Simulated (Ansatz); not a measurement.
# YAgSb2: the cost of one run

Program: Ansatz 0.2.0. Level of theory: DFT LDA, scalar-relativistic, plane waves, PAW. These are calculated values, not measurements.

### Step 1. Starting point

Symmetry: P4/nmm, No. 129, tetragonal system. The conventional cell has a = 4.289 Å, b = 4.289 Å, c = 10.714 Å, α = 90.00°, β = 90.00°, γ = 90.00°. Y (site symmetry 4mm) has 8 Sb at 3.18 to 3.28 Å and 4 Ag at 3.58 Å as nearest neighbours. Around Ag (site symmetry -4m2) lie 4 Sb at 2.88 Å and 4 Ag at 3.03 Å. Sb (site symmetry -4m2) is surrounded by 4 Sb at 3.03 Å and 4 Y at 3.28 Å. Around Sb (site symmetry 4mm) lie 4 Ag at 2.88 Å and 4 Y at 3.18 Å.

As a file:

```cif
data_structure
_symmetry_space_group_name_H-M 'P4/nmm:1'
_symmetry_Int_Tables_number 129
_cell_length_a 4.2892
_cell_length_b 4.2892
_cell_length_c 10.7139
_cell_angle_alpha 90.000
_cell_angle_beta 90.000
_cell_angle_gamma 90.000
_cell_volume 197.11
loop_
_atom_site_label
_atom_site_type_symbol
_atom_site_symmetry_multiplicity
_atom_site_Wyckoff_symbol
_atom_site_fract_x
_atom_site_fract_y
_atom_site_fract_z
_atom_site_occupancy
Y1 Y 2 c 0.00000 0.50000 0.76780 1
Ag1 Ag 2 b 0.00000 0.00000 0.50000 1
Sb1 Sb 2 a 0.00000 0.00000 0.00000 1
Sb2 Sb 2 c 0.00000 0.50000 0.32030 1
```

The structure comes from the Materials Project (structure only).

(A quick probe on a coarse mesh, which set the mesh and smearing, is not shown.)

### Step 3. Full relaxation

input.yaml

```yaml
crystal:
  lattice:
    - [4.28924692, 0.0, 0.0]
    - [0.0, 4.28924692, 0.0]
    - [0.0, 0.0, 10.71385767]
  atoms:
    - { symbol: "Y", position: [0.0, 0.5, 0.76779883] }
    - { symbol: "Y", position: [0.5, 0.0, 0.23220117] }
    - { symbol: Ag, position: [0.0, 0.0, 0.5] }
    - { symbol: Ag, position: [0.5, 0.5, 0.5] }
    - { symbol: Sb, position: [0.0, 0.0, 0.0] }
    - { symbol: Sb, position: [0.5, 0.5, 0.0] }
    - { symbol: Sb, position: [0.0, 0.5, 0.3202991] }
    - { symbol: Sb, position: [0.5, 0.0, 0.6797009] }
basis:
  ecutwfc: 420
kpoints:
  mp_grid: { grid: [8, 8, 4] }
hamiltonian:
  xc: lda
scf:
  occupations: { method: gaussian, width: 0.1 }
output:
  forces: true
  stress: true
  eigenvalues: true
relax:
  adjacent_minimum: "off"
  f_tol: 0.005
  max_steps: 80
  cell: { stress_tol: 0.05 }
```

The run is started by

```sh
$ ansatz run input.yaml --threads 2 --pin off --max-ram 5120MiB --backend cpu --events-out ev --progress --plain --runs-dir out
```

What time and memory should one allow on 2 threads of Arm Neoverse V1, shared host?

About 2.3 min, with a peak of 0.8 GiB.
